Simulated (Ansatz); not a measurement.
CoNiO2:

```
Ni Co O
1.0
     3.01433    0.00000    0.00000
     0.00000    3.01433    0.00000
     0.00000    0.00000    4.22229
Ni Co O
1 1 2
Direct
  0.00000 0.00000 0.00000
  0.50000 0.50000 0.50000
  0.00000 0.00000 0.50000
  0.50000 0.50000 0.00000
```

The cell comes from a database or a generator and needn't be the stable form of this composition.

Base run:

```yaml
Program: Ansatz 0.2.0
Functional: PBEsol
Potentials_or_basis: Ansatz PAW
Cutoff: "420 eV (not typed: the program's choice for these potentials)"
k_mesh: 7 × 7 × 5
Occupations: fermi-dirac, width 0.05 eV
Spin: collinear spin, ferromagnetic start
Starting_moments: "[2.0, 4.0, 0.0, 0.0] μB"
Fixed_moment: 6 μB
```

Its results: pressure 1.7 GPa; site moments Ni +1.67; Co +2.76; O +0.55 μB.

Task: The run is repeated on the same cell with these changes: fixed moment from 6 μB to 2.2 μB; moments at the start from [2.0, 4.0, 0.0, 0.0] to [0.73, 1.47, 0.0, 0.0]. What comes out?

Result: Pressure -14.8 GPa; site moments Ni -0.51; Co +2.37; O +0.19, +0.05 μB.

Caveats: the total moment is fixed, so each spin has its own Fermi level; the PAW data sets come from PBE, with cores solved anew for the run's functional, which leaves a small shift of forces and pressure; the thresholds are loose for stress; the starting moments weren't kept (some runs).
